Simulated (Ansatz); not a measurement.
# EuCdAu5 (C2): the equilibrium volume, part 2 of 2

At what volume is EuCdAu5 (C2) free of pressure?

Ansatz 0.2.0; DFT r²SCAN, scalar-relativistic, plane waves, PAW. The steps go on from the part before.

**3. Relaxing cell and atoms**

The input, input.yaml:

```yaml
crystal:
  lattice:
    - [2.74380622, -5.12837331, 0.0]
    - [2.74380622, 5.12837331, 0.0]
    - [-2.71485411, 0.0, 5.12980488]
  atoms:
    - { symbol: Au, position: [0.30518329, 0.69481671, 0.0] }
    - { symbol: Au, position: [0.69464425, 0.30535575, 0.0] }
    - { symbol: Au, position: [0.6953564, 0.69532367, 0.38991532] }
    - { symbol: Au, position: [0.30467633, 0.3046436, 0.61008468] }
    - { symbol: Au, position: [0.25001441, 0.74998559, 0.5] }
    - { symbol: Cd, position: [0.75013454, 0.24986546, 0.5] }
    - { symbol: Eu, position: [0.99998978, 1.022e-05, 0.0], spin: 7.44 }
basis:
  ecutwfc: 500
kpoints:
  mp_grid: { grid: [8, 8, 6] }
hamiltonian:
  xc: r2scan
scf:
  occupations: { method: gaussian, width: 0.05 }
  lower_state_search: "off"
output:
  forces: true
  stress: true
  eigenvalues: true
  populations: true
  hubbard: { sites: [{ species: Eu, l: f }] }
magnetization:
  spin_polarized: true
relax:
  adjacent_minimum: "off"
  f_tol: 0.005
  max_steps: 80
  cell: { stress_tol: 0.05 }
```

The run is started by

```sh
$ ansatz run input.yaml --threads 8 --pin off --max-ram 14336MiB --backend cpu --events-out ev --progress --plain --runs-dir out
```

The program printed:

```text
Warning: RAYON_NUM_THREADS=8 ignored (pool sized by the plan → 8); use --threads N
Eu: projections on atomic orbitals take those of the free atom [Kr 4d10] 4f7 5s2 5p6 5d0 6s2, of charge +0.00 (hamiltonian.pseudopotentials.projection_atoms); the dataset's partial waves leave at most 1.0e-3 of an orbital's norm unspanned inside its sphere
Engine: ansatz 0.2.0, aarch64-unknown-linux-gnu
Pseudopotentials: kind: paw
Pseudopotential: Au, paw, valence charge 19, recommended cutoff 500 eV (meta_gga), Au.paw.azcp
Pseudopotential: Cd, paw, valence charge 20, recommended cutoff 500 eV (meta_gga), Cd.paw.azcp
Pseudopotential: Eu, paw, valence charge 17, recommended cutoff 500 eV (meta_gga), Eu.paw.azcp
Functional definition: r2SCAN
  parameter k0 = 0.174
  parameter k1 = 0.065
  parameter a1 = 4.9479
  exchange = r2scan_x(k0 = k0, k1 = k1, a1 = a1)
  correlation = r2scan_c
Crystal: 7 atoms, lattice volume = 144.366 Å³
Basis set: ecut = 500 eV, 3691 PW (Γ), exchange–correlation on 180×180×180 points (64 copies of the dense FFT grid, shifted against one another)
Bands: 84, of which v1, the nominal top of the filled ones, is band 66 counted from 1 (65 counted from 0)
Symmetry: 2 space group operations
Space group: C2 (ITA 5), of the structure as read, at distance tolerance 5.2e-5 Å
Magnetic group: BNS 5.13 (UNI 20), of the structure as read, at distance tolerance 5.2e-5 Å
k-points: 114 of 384 (time reversal used)
Non-local potential: Au, projectors of the file, l = 0: 3, l = 1: 2, l = 2: 2, l = 3: 1
Non-local potential: Cd, projectors of the file, l = 0: 3, l = 1: 2, l = 2: 2, l = 3: 1
Non-local potential: Eu, projectors of the file, l = 0: 3, l = 1: 2, l = 2: 2, l = 3: 3
PAW form: soft (Blöchl's): semilocal exchange-correlation on the pseudo side does not see the compensation charge
PAW frozen core: Au, regenerated for the run's functional (the file was generated under x = pbe(κ = 0.804, μ = 0.2195149727645171), c = pbe(β = 0.06672455060314922))
PAW frozen core: Cd, regenerated for the run's functional (the file was generated under x = pbe(κ = 0.804, μ = 0.2195149727645171), c = pbe(β = 0.06672455060314922))
PAW frozen core: Eu, regenerated for the run's functional (the file was generated under x = pbe(κ = 0.804, μ = 0.2195149727645171), c = pbe(β = 0.06672455060314922))
PAW one-centre angular grid: Au, 590 points (default); XC on 160 Gauss nodes
PAW one-centre angular grid: Cd, 590 points (default); XC on 160 Gauss nodes
PAW one-centre angular grid: Eu, 2702 points (default); XC on 160 Gauss nodes
Initial density: superposition of atomic densities (chi_scale 0.1, normalization cell, long waves kept (reshape's long-wave potential 0.01 eV rms))
Starting moments: Σ|m| = 7.44 μB on 1 of 7 sites
Initial wavefunctions: pseudopotential atomic-orbital guess
Functional: x = r2scan, c = r2scan; τ floored in thin density (d = 2e-4 eV/Å³)
SCF iter   1: F=-82853.788132 eV  HF=-82870.027792 eV  |F-HF|=1.62e1  |Δ(HF+E_count)|=         —  Δρ=1.69e-1 (↑1.69e-1 ↓1.33e-1)  dr2=2.32e1  dr2_τ=4.89e-1  dr2_m=2.69e1  M=7.809 μB ∫|m|=8.015 μB  β_m=1.00  ethr=3.10e-3  ⟨swp⟩=5.9  Hψ=64678  notcnv=0  defer=92
preconditioner: auto → Kerker (q_TF=auto, 2.688 Å⁻¹)  [metal: Δε(μ)=0.008 eV  Ē_g=10.024 eV  σ=0.050 eV  W_gap=0.09  n_scr=46 (ndim 8)  ℏωp=28.0 eV  f_vac=0.000  D(μ)=2.70/eV (n_scr^D=16)]
spin=Collinear: Kerker preconditioning applied to the charge; magnetization (m = ρ↑ − ρ↓) channel mixes plain (no charge-response kernel on spin).
SCF iter   2: F=-82864.240189 eV  HF=-82859.794605 eV  |F-HF|=4.45e0  |Δ(HF+E_count)|=    1.02e1  Δρ=3.97e-2 (↑3.97e-2 ↓2.96e-2)  dr2=7.20e0  dr2_τ=9.78e-2  dr2_m=6.31e-1  M=7.362 μB ∫|m|=7.553 μB  β_m=1.00  ethr=3.10e-3  ⟨swp⟩=3.0  Hψ=41532  notcnv=0  defer=1792  κ⁻¹=1.0e0(r=1)
SCF iter   3: F=-82864.287111 eV  HF=-82861.717251 eV  |F-HF|=2.57e0  |Δ(HF+E_count)|=    1.92e0  Δρ=4.72e-2 (↑4.72e-2 ↓8.52e-3)  dr2=4.18e0  dr2_τ=4.27e-2  dr2_m=7.29e-1  M=6.516 μB ∫|m|=6.707 μB  β_m=0.30  ethr=3.10e-3  ⟨swp⟩=2.9  Hψ=36371  notcnv=0  defer=2253  κ⁻¹=3.4e-2(r=2)
SCF iter   4: F=-82845.156573 eV  HF=-82865.880441 eV  |F-HF|=2.07e1  |Δ(HF+E_count)|=    4.16e0  Δρ=1.13e-1 (↑1.13e-1 ↓1.16e-2)  dr2=2.27e1  dr2_τ=3.28e-2  dr2_m=3.76e0  M=5.706 μB ∫|m|=5.853 μB  β_m=0.30  ethr=3.10e-3  ⟨swp⟩=2.6  Hψ=34611  notcnv=0  defer=2280  κ⁻¹=2.4e-3(r=3)
SCF iter   5: F=-82868.557027 eV  HF=-82867.261557 eV  |F-HF|=1.30e0  |Δ(HF+E_count)|=    1.38e0  Δρ=3.61e-2 (↑3.61e-2 ↓1.69e-2)  dr2=7.12e-1  dr2_τ=3.30e-2  dr2_m=8.71e-1  M=7.141 μB ∫|m|=7.299 μB  β_m=1.00  ethr=3.10e-3  ⟨swp⟩=3.5  Hψ=36954  notcnv=0  defer=1837  κ⁻¹=1.8e-4(r=4)
SCF iter   6: F=-82868.174250 eV  HF=-82867.924577 eV  |F-HF|=2.50e-1  |Δ(HF+E_count)|=   6.63e-1  Δρ=2.54e-2 (↑2.54e-2 ↓4.39e-3)  dr2=1.01e0  dr2_τ=2.92e-3  dr2_m=1.78e-1  M=7.157 μB ∫|m|=7.289 μB  β_m=1.00  ethr=5.39e-4  ⟨swp⟩=3.1  Hψ=28858  notcnv=0  defer=1859  κ⁻¹=1.0e-4(r=5)
SCF iter   7: F=-82868.658769 eV  HF=-82868.667631 eV  |F-HF|=8.86e-3  |Δ(HF+E_count)|=   7.43e-1  Δρ=1.97e-2 (↑1.97e-2 ↓4.23e-3)  dr2=7.03e-1  dr2_τ=4.39e-3  dr2_m=1.02e-1  M=7.134 μB ∫|m|=7.253 μB  β_m=1.20  ethr=5.39e-4  ⟨swp⟩=3.1  Hψ=39459  notcnv=0  defer=2127
Mixer restart at iter 7: flushing history
spin-set hold released at iteration 7 (site moments contracting): the magnetisation degrees of freedom join the quasi-Newton model from the next iteration; the mixer history was flushed
SCF iter   8: F=-82869.212864 eV  HF=-82868.563726 eV  |F-HF|=6.49e-1  |Δ(HF+E_count)|=   1.04e-1  Δρ=1.14e-2 (↑1.14e-2 ↓9.86e-3)  dr2=1.00e-2  dr2_τ=6.41e-3  dr2_m=1.48e-1  M=6.967 μB ∫|m|=7.095 μB  β_m=1.20  ethr=5.32e-4  ⟨swp⟩=3.5  Hψ=38369  notcnv=0  defer=2263  κ⁻¹=1.0e0(r=1)
SCF iter   9: F=-82869.237620 eV  HF=-82869.107343 eV  |F-HF|=1.30e-1  |Δ(HF+E_count)|=   5.44e-1  Δρ=4.56e-3 (↑4.56e-3 ↓2.19e-3)  dr2=7.23e-2  dr2_τ=1.02e-3  dr2_m=2.91e-3  M=7.040 μB ∫|m|=7.167 μB  β_m=1.20  ethr=7.59e-6  ⟨swp⟩=3.1  Hψ=36788  notcnv=0  defer=2283  κ⁻¹=1.4e-2(r=2)
SCF iter  10: F=-82869.283102 eV  HF=-82869.288211 eV  |F-HF|=5.11e-3  |Δ(HF+E_count)|=   1.81e-1  Δρ=2.28e-3 (↑2.28e-3 ↓8.29e-4)  dr2=8.27e-3  dr2_τ=7.85e-5  dr2_m=1.50e-3  M=6.972 μB ∫|m|=7.102 μB  β_m=1.20  ethr=7.59e-6  ⟨swp⟩=3.3  Hψ=35252  notcnv=0  defer=2281  κ⁻¹=1.0e-3(r=3)
SCF iter  11: F=-82869.267838 eV  HF=-82869.289925 eV  |F-HF|=2.21e-2  |Δ(HF+E_count)|=   1.71e-3  Δρ=4.09e-3 (↑4.09e-3 ↓5.36e-4)  dr2=3.16e-2  dr2_τ=3.62e-5  dr2_m=5.66e-3  M=7.027 μB ∫|m|=7.152 μB  β_m=1.20  ethr=6.26e-6  ⟨swp⟩=2.5  Hψ=31490  notcnv=0  defer=2291  κ⁻¹=6.9e-4(r=4)
SCF iter  12: F=-82869.293402 eV  HF=-82869.293964 eV  |F-HF|=5.62e-4  |Δ(HF+E_count)|=   4.04e-3  Δρ=5.02e-4 (↑5.02e-4 ↓4.32e-4)  dr2=1.86e-3  dr2_τ=1.14e-5  dr2_m=1.06e-4  M=6.993 μB ∫|m|=7.117 μB  β_m=1.20  ethr=6.26e-6  ⟨swp⟩=2.5  Hψ=29530  notcnv=0  defer=2290  κ⁻¹=1.4e-4(r=5)
SCF iter  13: F=-82869.272862 eV  HF=-82869.284809 eV  |F-HF|=1.19e-2  |Δ(HF+E_count)|=   9.15e-3  Δρ=4.15e-3 (↑4.15e-3 ↓3.09e-4)  dr2=2.86e-2  dr2_τ=1.99e-5  dr2_m=5.35e-3  M=6.945 μB ∫|m|=7.069 μB  β_m=1.20  ethr=1.41e-6  ⟨swp⟩=2.5  Hψ=29517  notcnv=0  defer=2290  κ⁻¹=1.4e-5(r=6)
SCF iter  14: F=-82869.285372 eV  HF=-82869.292188 eV  |F-HF|=6.82e-3  |Δ(HF+E_count)|=   7.38e-3  Δρ=2.67e-3 (↑2.67e-3 ↓1.91e-4)  dr2=1.23e-2  dr2_τ=7.93e-6  dr2_m=2.28e-3  M=6.958 μB ∫|m|=7.082 μB  β_m=1.20  ethr=1.41e-6  ⟨swp⟩=2.1  Hψ=29721  notcnv=0  defer=2292  κ⁻¹=6.5e-6(r=7)
SCF iter  15: F=-82869.289101 eV  HF=-82869.294770 eV  |F-HF|=5.67e-3  |Δ(HF+E_count)|=   2.58e-3  Δρ=1.69e-3 (↑1.69e-3 ↓1.43e-4)  dr2=4.94e-3  dr2_τ=5.32e-6  dr2_m=1.03e-3  M=6.967 μB ∫|m|=7.093 μB  β_m=1.20  ethr=1.41e-6  ⟨swp⟩=2.1  Hψ=28465  notcnv=0  defer=2292  κ⁻¹=2.3e-6(r=8)
SCF iter  16: F=-82869.294643 eV  HF=-82869.294514 eV  |F-HF|=1.29e-4  |Δ(HF+E_count)|=   2.56e-4  Δρ=3.25e-4 (↑3.25e-4 ↓8.27e-5)  dr2=1.50e-4  dr2_τ=3.85e-7  dr2_m=2.18e-5  M=6.987 μB ∫|m|=7.113 μB  β_m=1.20  ethr=1.41e-6  ⟨swp⟩=2.1  Hψ=22762  notcnv=0  defer=2292  κ⁻¹=1.2e-5(r=8)
SCF iter  17: F=-82869.294436 eV  HF=-82869.294620 eV  |F-HF|=1.84e-4  |Δ(HF+E_count)|=   1.06e-4  Δρ=4.87e-4 (↑4.87e-4 ↓3.96e-5)  dr2=3.41e-4  dr2_τ=5.53e-7  dr2_m=7.75e-5  M=6.990 μB ∫|m|=7.115 μB  β_m=1.20  ethr=1.14e-7  ⟨swp⟩=2.0  Hψ=27089  notcnv=0  defer=2292  κ⁻¹=3.4e-6(r=8)
SCF iter  18: F=-82869.294579 eV  HF=-82869.294678 eV  |F-HF|=9.97e-5  |Δ(HF+E_count)|=   5.83e-5  Δρ=2.90e-4 (↑2.90e-4 ↓1.92e-5)  dr2=1.30e-4  dr2_τ=1.15e-7  dr2_m=2.79e-5  M=6.989 μB ∫|m|=7.113 μB  β_m=1.20  ethr=1.14e-7  ⟨swp⟩=2.0  Hψ=23242  notcnv=0  defer=2291  κ⁻¹=1.7e-6(r=8)
SCF iter  19: F=-82869.294688 eV  HF=-82869.294688 eV  |F-HF|=4.81e-7  |Δ(HF+E_count)|=   9.74e-6  Δρ=1.47e-5 (↑1.47e-5 ↓6.53e-6)  dr2=4.93e-7  dr2_τ=3.84e-9  dr2_m=7.04e-8  M=6.986 μB ∫|m|=7.111 μB  β_m=1.20  ethr=9.85e-8  ⟨swp⟩=2.0  Hψ=19407  notcnv=0  defer=2291  κ⁻¹=4.1e-7(r=8)
SCF iter  20: F=-82869.294660 eV  HF=-82869.294661 eV  |F-HF|=7.66e-7  |Δ(HF+E_count)|=   2.71e-5  Δρ=3.09e-5 (↑3.09e-5 ↓4.31e-6)  dr2=1.45e-6  dr2_τ=3.38e-9  dr2_m=3.11e-7  M=6.986 μB ∫|m|=7.111 μB  β_m=1.20  ethr=3.74e-10  ⟨swp⟩=2.0  Hψ=27963  notcnv=0  defer=2291  κ⁻¹=1.9e-7(r=8)
SCF iter  21: F=-82869.294661 eV  HF=-82869.294662 eV  |F-HF|=5.82e-7  |Δ(HF+E_count)|=   5.04e-7  Δρ=2.19e-5 (↑2.19e-5 ↓1.96e-6)  dr2=7.25e-7  dr2_τ=3.90e-10  dr2_m=1.54e-7  M=6.986 μB ∫|m|=7.111 μB  β_m=1.20  ethr=3.74e-10  ⟨swp⟩=2.0  Hψ=26430  notcnv=0  defer=2291  κ⁻¹=3.6e-7(r=8)
SCF iter  22: F=-82869.294662 eV  HF=-82869.294662 eV  |F-HF|=1.26e-7  |Δ(HF+E_count)|=   1.62e-9  Δρ=6.19e-6 (↑6.19e-6 ↓1.21e-6)  dr2=6.87e-8  dr2_τ=1.52e-10  dr2_m=1.11e-8  M=6.986 μB ∫|m|=7.111 μB  β_m=1.20  ethr=7.58e-11  ⟨swp⟩=11.1  Hψ=88039  notcnv=0  κ⁻¹=2.2e-7(r=8)
SCF iter  23: F=-82869.294662 eV  HF=-82869.294662 eV  |F-HF|=2.24e-8  |Δ(HF+E_count)|=   4.22e-8  Δρ=8.23e-7 (↑8.23e-7 ↓8.19e-7)  dr2=2.35e-9  dr2_τ=6.14e-11  dr2_m=2.95e-11  M=6.986 μB ∫|m|=7.111 μB  ethr=5.20e-11  ⟨swp⟩=3.0  Hψ=44361  notcnv=0
SCF 1 converged in 23 iterations: F = -82869.294662 eV  dr2 = 2.35e-9
relax step   1: F+E_penalty+E_count = -82869.29466157 eV  Δ(F+E_penalty+E_count) = +0.000e0 eV  max|allowed force component| = 2.947e-2 eV/Å  Δτ_max = 0.0000 Å  P = -1.474 GPa  Ω = 144.366 Å³  (23 SCF iters, dr2 threshold 1.00e-7 eV, accepted)
[... from here on, the SCF cycles and remarks between the steps are left out ...]
relax step   2: F+E_penalty+E_count = -82869.29308146 eV  Δ(F+E_penalty+E_count) = +1.580e-3 eV  max|allowed force component| = 1.798e-2 eV/Å  Δτ_max = 0.0036 Å  P = +2.045 GPa  Ω = 139.608 Å³  energy of the carried Pulay correction = +2.518e-3 eV  (12 SCF iters, dr2 threshold 7.00e-7 eV, rejected (line search))
relax step   3: F+E_penalty+E_count = -82869.30737366 eV  Δ(F+E_penalty+E_count) = -1.271e-2 eV  max|allowed force component| = 1.168e-2 eV/Å  Δτ_max = 0.0028 Å  P = -0.149 GPa  Ω = 142.446 Å³  energy of the carried Pulay correction = +1.006e-3 eV  (19 SCF iters, accepted)
relax step   4: F+E_penalty+E_count = -82869.30815324 eV  Δ(F+E_penalty+E_count) = -7.796e-4 eV  max|allowed force component| = 2.187e-2 eV/Å  Δτ_max = 0.0040 Å  P = -0.100 GPa  Ω = 142.382 Å³  energy of the carried Pulay correction = +1.040e-3 eV  (8 SCF iters, dr2 threshold 3.21e-7 eV, accepted)
relax step   5: F+E_penalty+E_count = -82869.30908862 eV  Δ(F+E_penalty+E_count) = -9.354e-4 eV  max|allowed force component| = 1.420e-2 eV/Å  Δτ_max = 0.0048 Å  P = +0.055 GPa  Ω = 142.182 Å³  energy of the carried Pulay correction = +1.146e-3 eV  (10 SCF iters, dr2 threshold 1.63e-7 eV, accepted)
relax step   6: F+E_penalty+E_count = -82869.30910971 eV  Δ(F+E_penalty+E_count) = -2.109e-5 eV  max|allowed force component| = 5.428e-3 eV/Å  Δτ_max = 0.0014 Å  P = +0.018 GPa  Ω = 142.232 Å³  energy of the carried Pulay correction = +1.119e-3 eV  (9 SCF iters, dr2 threshold 1.34e-8 eV, accepted)
relax step   7: F+E_penalty+E_count = -82869.30909594 eV  Δ(F+E_penalty+E_count) = +1.377e-5 eV  max|allowed force component| = 1.830e-3 eV/Å  Δτ_max = 0.0015 Å  P = -0.007 GPa  Ω = 142.266 Å³  energy of the carried Pulay correction = +1.101e-3 eV  (10 SCF iters, dr2 threshold 1.84e-9 eV, accepted)
relax step   8: F+E_penalty+E_count = -82869.30810257 eV  Δ(F+E_penalty+E_count) = +9.934e-4 eV  max|allowed force component| = 1.872e-3 eV/Å  Δτ_max = 0.0000 Å  P = -0.014 GPa  Ω = 142.266 Å³  stress off target by 2.12e-2 GPa  SCF on the basis re-selected at this cell (its energy is not comparable with the rows above)  (9 SCF iters)
basis re-selected at this cell: Δ(F+E_penalty+E_count) = +9.934e-4 eV, ΔP = -0.007 GPa vs the last step (what re-selecting the basis moved, of the pressure what is left beyond the Pulay correction that the steps carried, after the strain that the cell walked since its last selection, with what the two solves' SCF thresholds leave and, on support functions, any second-order correction that the steps lacked; it is no measure of the basis error at this ecutwfc). This SCF's stress stands 2.12e-2 GPa from its target on what of the cell is left free (relax.cell.stress_tol is 5.00e-2 GPa) and its largest allowed force component is 1.87e-3 eV/Å (relax.f_tol is 5.00e-3 eV/Å): within both
SCF converged after 9 iterations
Stability not checked: this state was not tested for a lower state beside it, because the mixer in use, unlike msr1, does not test its closes by its own steps (another_mixer; see scf.mixing.algorithm and scf.lower_state_search)
Magnetization: 7.0041 μB (69.5020 up, 62.4980 down)
Absolute magnetization: 7.1260 μB (∫|ρ↑−ρ↓|, with the PAW one-centre terms)
Spin contamination: 0.0467 ħ² per cell (⟨S²⟩ above its minimum at these occupations)
Per-site moments (μB) at R_I (Å): [(-0.003746921336772338, 1.158977549158473), (-0.0027958461450777964, 1.1594955015447055), (-0.0032816512455768956, 1.1589775491584733), (-0.003281651245575903, 1.158977549158473), (0.007748763680646577, 1.1269622460340458), (-0.0008911928096223688, 1.1269622460340458), (6.781018461797219, 1.2839478685655803)]
Free energy (F): -82869.308103 eV
Harris-Foulkes:  -82869.308103 eV  (|F-HF|=1.16e-10)
Internal energy: -82869.304784 eV  (E = F + TS)
E sigma→0 (E₀):  -82869.306443 eV
Entropy (-TS):   -0.003318 eV (-0.474 meV/atom)
Fermi energy:    17.094973 eV
--- Per-component energies (eV) ---
  E_band       = -1733.455977
  E_kinetic    = 3886.519701
  E_local      = -14658.806397  (includes V_loc(G=0)·N_el)
  E_nonlocal   = 877.776405
  E_hartree    = 6345.138205
  E_xc         = -1433.335616
  E_vxc        = -2012.176503  (∫ρ·V_xc dr)
  E_paw        = -59165.512529  (= ΣΔE_a)
  E_vpaw       = -2653.883896  (= ΣTr[D̂ρ^β])
  E_aug_tail   = 0.003621  (compensation charges beyond the density's cutoff)
  E_vtau       = 136.834782  (kinetic-family band-sum trace: ∫τ·v_τ [+ j·A + Jᵃ·Aᵃ] dr)
  E_ewald      = -18719.922529
  E_core_change = -1.165646  (= ΣΔE_core)
  E_smearing   = -0.003318  (= −TS)
  E_closure    = -0.000000  (closes the sum)
  Σ components = -82869.308103   (vs F -82869.308103, Δ=0.00e0)
--- Forces (eV/Å), atoms counted from 1 ---
  atom   1  Au     0.00000000    -0.00187089     0.00000000
  atom   2  Au     0.00000000     0.00183932     0.00000000
  atom   3  Au     0.00014896    -0.00032671     0.00029482
  atom   4  Au    -0.00014896    -0.00032671    -0.00029482
  atom   5  Au     0.00000000    -0.00057169    -0.00000000
  atom   6  Cd     0.00000000     0.00119462    -0.00000000
  atom   7  Eu     0.00000000     0.00006943     0.00000000
  max |Σ_I F_I| component: 7.37e-6 eV/Å
--- Stress (GPa, compression-positive) ---
       -0.009680       0.000000      -0.003517
        0.000000      -0.012702      -0.000000
       -0.003517      -0.000000      -0.020148
  P = ⅓ Tr σ = -0.0142 GPa (-0.142 kbar)
--- Band table (eV; the first three rows and the last of 228) ---
  k-point 0 ↑: bands = ["-90.6372", "-90.6318", "-90.6311", "-90.6259", "-90.5586", "-88.5166", "-48.6667", "-48.6641", "-48.6639", "-41.5645", "-41.5485", "-41.5453", "-41.5453", "-41.5083", "-41.5045", "-41.4789", "-41.4672", "-41.4659", "-41.4554", "-41.4540", "-41.4177", "-41.4034", "-41.3579", "-41.3564", "-25.5486", "-3.7325", "-3.7307", "-3.7083", "7.4429", "7.7252", "7.7294", "7.7834", "8.0000", "8.1303", "10.4101", "11.0728", "11.0965", "11.1601", "11.4187", "11.4213", "11.8290", "11.9372", "12.1359", "12.2142", "12.2394", "12.5581", "12.5614", "13.0627", "13.0676", "13.3983", "13.4306", "13.4696", "13.4759", "13.5079", "13.6757", "14.0718", "14.1041", "14.3811", "14.3971", "15.8410", "15.8542", "16.7614", "16.7977", "16.8077", "16.8145", "16.8169", "16.8471", "16.8733", "16.8779", "16.9862", "16.9974", "17.2456", "17.2487", "20.4599", "20.7309", "20.7411", "21.0728", "21.4022", "23.7383", "23.8674", "23.8900", "24.3285", "24.3551", "24.3668"]
[... 3 lines left out ...]
--- Relaxed structure (7 steps of the walk, 6 accepted, 1 SCFs on fresh bases) ---
  F+E_penalty+E_count = -82869.30810257 eV   max|allowed force component| = 1.872e-3 eV/Å   (the final SCF, on the basis selected at the relaxed cell)
  cell:  # Å, volume = 142.2661 Å³
    - [2.731852980031044, -5.09713288048886, -0.028170206416959498]
    - [2.731852980031044, 5.09713288048886, -0.028170206416959505]
    - [-2.755693859860611, 1.565667490160889e-18, 5.136856019525275]
  atoms:
    - { symbol: Au, position: [0.3057169450515237, 0.6942830549484765, 0.0] }
    - { symbol: Au, position: [0.6945432355487686, 0.3054567644512316, 8.673617379884035e-19] }
    - { symbol: Au, position: [0.6938503846834638, 0.6937648572480651, 0.38997902574128185] }
    - { symbol: Au, position: [0.30623514275193486, 0.3061496153165363, 0.6100209742587183] }
    - { symbol: Au, position: [0.25053387785415715, 0.7494661221458427, 0.5] }
    - { symbol: Cd, position: [0.7492475784961459, 0.25075242150385435, 0.5] }
    - { symbol: Eu, position: [0.9998718356140066, 0.00012816438599353016, 0.0] }
--- Löwdin populations: 7 sites ---
  site symbol       q [e]    m [muB]
     0     Au     18.9052    -0.0122
     1     Au     18.8949    -0.0105
     2     Au     18.8982    -0.0108
     3     Au     18.8982    -0.0108
     4     Au     18.8704     0.0060
     5     Cd     19.0364    -0.0024
     6     Eu     17.4851     7.0184
  spilling = 0.007664 (of n_electrons = 132.000000)
--- Occupation matrices: 1 shell (Löwdin-built; ε = 2.00e-2, provisional) ---
  Eu6 f_4F: site group C2 (2)
  Eu6 f_4F up     Tr n = 6.8263  λ = 0.956 0.968 0.972 0.972 0.984 0.985 0.990  [7× z3 0.14 B(0.57)]
  Eu6 f_4F dn     Tr n = 0.0305  λ = 0.003 0.003 0.004 0.004 0.005 0.006 0.006  [7× z3 0.14 B(0.57)]
  Tr n, λ and their labels are of the run-group-symmetrised matrices; stabiliser: 2 of 4 elements of G0×{1,Θ} (closed), max defect 2.9e-15 at τ = 4.2e-3
```

Wall time 15 min (8 threads of Arm Neoverse V1, shared host); peak memory 2.9 GiB.

How the relaxation went:

```csv
step,energy from step 1 (meV/atom),largest force component (eV/Å),pressure (GPa),volume (Å³/atom)
1,0.0,0.029,-1.47,20.624
2,0.2,0.018,2.05,19.944
3,-1.8,0.012,-0.15,20.349
4,-1.9,0.022,-0.10,20.340
5,-2.1,0.014,0.05,20.312
6,-2.1,0.005,0.02,20.319
7,-2.1,0.002,-0.01,20.324
8,-1.9,0.002,-0.01,20.324
```

Step 1 is the start. Step 2 was tried and not accepted. Step 8 repeats the geometry before it on a plane-wave basis chosen anew for the final cell, which shifts the energy by +0.1 meV/atom.

This gives: volume 20.324 Å³/atom, pressure -0.01 GPa, a metal on this mesh, moments in the atoms' spheres Eu 6.78 μB.

**4. The cell, before and after**

The cell before and after:

| cell as typed | before | after | change |
| --- | --- | --- | --- |
| a (Å) | 5.816 | 5.783 | -0.6 % |
| b (Å) | 5.816 | 5.783 | -0.6 % |
| c (Å) | 5.804 | 5.829 | +0.4 % |
| α (°) | 102.75 | 103.16 | +0.41° |
| β (°) | 102.75 | 103.16 | +0.41° |
| γ (°) | 123.70 | 123.62 | -0.09° |
| volume (Å³/atom) | 20.624 | 20.324 | -1.5 % |
| shortest distance (Å) | 2.744 | 2.732 | -0.4 % |
| space group | C2 | C2 | same |

**5. Outcome**

This closing draws on all 2 parts. Changes of volume or cell count from the first structure of part 1.

```
               quantity                                                                        value
                 volume                                                               20.324 Å³/atom
               pressure                                                                    -0.01 GPa
      conventional cell  a = 5.464 Å, b = 10.194 Å, c = 5.757 Å, α = 90.00°, β = 117.47°, γ = 90.00°
        gap on the mesh                                                                 none (metal)
spin moments in spheres                                                                   Eu 6.78 μB
```

Over the 2 runs shown the cell moved from 20.62 to 20.32 Å³/atom, a change of -1.5 %, where the pressure is zero within 0.01 GPa. Spin–orbit coupling is left out, though the cell holds Au; in elements this heavy it can shift levels and gaps by tenths of an eV. No U acts on the 4f shell, so its levels can lie too near the Fermi level.
